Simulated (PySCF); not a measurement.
# RhCl₃: relaxation and vibrations of the singlet

Where does singlet RhCl₃ go from a T-shaped start, is the end point a minimum, and what are its modes, charges and moments?

Program: PySCF 2.14.0. Level of theory: PBE0, basis Rh def2-SVP with ECP28, Cl def2-SVP, scalar-relativistic core potentials, no spin–orbit coupling, density fitting. These are calculated values, not measurements.

### Step 1. The starting structure

4 atoms, charge 0, spin multiplicity 1.

Bond lengths: Rh1–Cl2 2.240 Å, Rh1–Cl3 2.240 Å, Rh1–Cl4 2.240 Å. Angles: Cl2–Rh1–Cl3 88.0°, Cl2–Rh1–Cl4 88.0°, Cl3–Rh1–Cl4 176.0°.

```xyz
4
charge 0 multiplicity 1
Rh    0.0000    0.0000   -0.4032
Cl    0.0000    0.0000    1.8368
Cl    2.2386    0.0000   -0.3250
Cl   -2.2386    0.0000   -0.3250
```

### Step 2. Relaxing the singlet from the T-shaped start

One driver script runs all steps and calls PySCF; scf.py shows how it sets up the SCF of each step. The optimiser is the driver's own. Before each start the driver seeks the lowest SCF state from one or more starting densities and follows internal instabilities, so scf.py alone need not reach the same state.

The program finds C2v symmetry in the start, which this walk keeps. The walk stops when the largest gradient is under 0.0003 Eh/bohr and the energy has settled too.

Contents of scf.py:

```python
from pyscf import gto, scf, dft
mol = gto.M(atom='''
Rh     0.000000     0.000000    -0.403246
Cl     0.000000     0.000000     1.836754
Cl     2.238600    -0.000000    -0.325046
Cl    -2.238600     0.000000    -0.325046''',
    basis={'Rh': 'def2-SVP', 'Cl': 'def2-SVP'},
    ecp={'Rh': 'def2-SVP'},
    charge=0, spin=0)
mf = dft.RKS(mol, xc='PBE0')
mf.grids.atom_grid = (50, 194)
aux = {'Rh': 'def2-universal-JKFIT', 'Cl': 'def2-universal-JKFIT'}
mf = mf.density_fit(auxbasis=aux)
mf.kernel()
```

Further steps of the session: Hessian and properties; Leaving the saddle point; Frequencies.

Before running it: what results should come out? Wanted: minimum; geometry; wavenumbers; dipole moment; highest occupied, lowest empty level; polar-tensor charge of Rh1; zero-point energy; atomisation energy.

The runs gave:

| quantity | value |
| --- | --- |
| minimum | singlet, C3v |
| geometry | Rh–Cl 2.186 Å (×3); Cl–Rh–Cl 105.5° (×3) |
| wavenumbers (cm⁻¹) | 92 (e), 98 (a1), 400 (a1), 425 (e) |
| dipole moment | 1.98 D |
| highest occupied, lowest empty level | -8.17, -4.84 eV |
| polar-tensor charge of Rh1 | +1.08 e |
| zero-point energy | 9.2 kJ/mol |
| entropy at 298.15 K | 342.1 J/(mol K) |
| atomisation energy (no zero-point energy) | 824 kJ/mol |

What this shows: The T-shaped start (C2v) ends in a minimum of C3v symmetry, after a first stop at a saddle point 73.4 kJ/mol higher, from which it was pushed off along an imaginary mode. The strongest infrared band lies at 425 cm⁻¹ (e, stretch). Other starts or spin states, not run here, may lie lower.
